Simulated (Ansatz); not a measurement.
# SrBr3: the cost of one run

Program: Ansatz 0.2.0. Level of theory: DFT PBE, scalar-relativistic, plane waves, PAW. These are calculated values, not measurements.

### 1 The system as given

The structure is cubic, space group Fm-3m (No. 225). The conventional cell has a = 7.557 Å, b = 7.557 Å, c = 7.557 Å, α = 90.00°, β = 90.00°, γ = 90.00°. Around Sr (site symmetry m-3m) lie 8 Br at 3.27 Å. Br (site symmetry -43m) has 4 Sr at 3.27 Å and 4 Br at 3.27 Å as nearest neighbours. Br (site symmetry m-3m) has 8 Br at 3.27 Å as nearest neighbours.

Coordinates:

```xyz
4
Lattice="0.0000 3.7786 3.7786 3.7786 0.0000 3.7786 3.7786 3.7786 0.0000" Properties=species:S:1:pos:R:3 pbc="T T T"
Sr    0.0000    0.0000    0.0000
Br    5.6679    5.6679    5.6679
Br    1.8893    1.8893    1.8893
Br    3.7786    3.7786    3.7786
```

The cell is invented: species swapped into a database cell of ErH3 (Fm-3m, No. 225), with Sr on the Er sites and Br on the H sites. Its size is a rough estimate.

### 2 A first look at the guess

input.yaml reads:

```yaml
crystal:
  lattice:
    - [0.0, 3.77861755, 3.77861755]
    - [3.77861755, 0.0, 3.77861755]
    - [3.77861755, 3.77861755, 0.0]
  atoms:
    - { symbol: Sr, position: [0.0, 0.0, 0.0] }
    - { symbol: Br, position: [0.75, 0.75, 0.75] }
    - { symbol: Br, position: [0.25, 0.25, 0.25] }
    - { symbol: Br, position: [0.5, 0.5, 0.5] }
basis:
  ecutwfc: 420
kpoints:
  mp_grid: { grid: [4, 4, 4] }
hamiltonian:
  xc: pbe
scf:
  occupations: { method: gaussian, width: 0.1 }
  lower_state_search: "off"
output:
  forces: true
  stress: true
  eigenvalues: true
```

Command:

```console
> ansatz run input.yaml --threads 1 --pin off --max-ram 2048MiB --backend cpu --events-out ev --progress --plain --runs-dir out
```

**Question.** How long does this run take on 1 thread of Arm Neoverse V1, shared host, and how much memory does it need?

About 1.3 s, with a peak of 0.3 GiB.
